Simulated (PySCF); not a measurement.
# TiS: bond curves at several levels of theory

An exercise on one series of results from a longer session: the logs are not shown, and one member is left open.

The runs use PySCF 2.14.0; Ti def2-TZVPP, S def2-TZVPP, no relativity.

1 further run of the same task is left out (it didn't finish).

The first run:

The job is set up so:

```
atoms                         : Ti, S
charge                        : 0
basis                         : Ti def2-TZVPP, S def2-TZVPP
Hamiltonian                   : no relativity
basis functions               : 106
electrons treated             : 38
masses in u                   : 47.9479, 31.9721
levels                        : PBE0, PBE, r²SCAN, revPBE, LDA, B3LYP, B97-3, CAM-B3LYP, HF, MP2, SCS-MP2, CCSD, CCSD(T)
grid                          : 80 radial by 434 angular points
occupations                   : held fixed by the projection of orbital angular momentum
dissociation limit            : Ti + S, each in its ground configuration
starting distance in angstrom : 2.250
values of 2S to try           : 0, 2, 4, 6
```

Run with:

```bash
OMP_NUM_THREADS=2 python dia.py task.json out
```

Steps of the session up to this table: Set-up; First curve: PBE0; Other states along the same grid; PBE (GGA); r²SCAN (meta-GGA); revPBE (GGA); LDA (local density); B3LYP; B97-3 (global hybrid GGA); CAM-B3LYP (range-separated hybrid); ROHF (mean field); Adding correlation.

One of the session's tables, all rows but one given; the rest of the session is left out.

It belongs to the step «The curves together». Energy (eV) from each level's lowest point:

```
R (Å)   ROHF  ROHF-MP2  ROHF-SCS-MP2  ROHF-CCSD  ROHF-CCSD(T)
1.784  1.965     1.295         1.389        n/a           n/a
1.867  0.983     0.508         0.567      0.737         0.743
1.950  0.404     0.096         0.124      0.247         0.236
2.012      ?         ?             ?          ?             ?
2.074  0.046     0.117         0.069      0.000         0.000
2.136  0.000     0.316         0.217      0.034         0.044
2.219  0.034     0.598         0.444      0.191         0.206
2.323  0.196     0.967         0.762      0.502         0.522
2.447  0.509     1.433         1.179      0.961         0.993
2.613  1.026     2.074         1.764        n/a           n/a
```

Q: Estimate the row for R (Å) = 2.012 from the others.

Worked estimate for «ROHF». A straight line through the neighbours (1.950, 0.404) and (2.074, 0.046) gives 0.404 + (0.046 − 0.404) × (2.012 − 1.950) / (2.074 − 1.950) = 0.225; a parabola fitted to 4 rows on both sides gives 0.160.

**Answer.** ROHF: 0.168; ROHF-MP2: 0.000; ROHF-SCS-MP2: 0.000; ROHF-CCSD: 0.065; ROHF-CCSD(T): 0.051. In «ROHF» the line misses by +0.057 and the parabola by -0.008.

Caveats from the session: The state is the lowest single determinant that the PBE0 search found; with open d or f shells the true ground state can be another one.
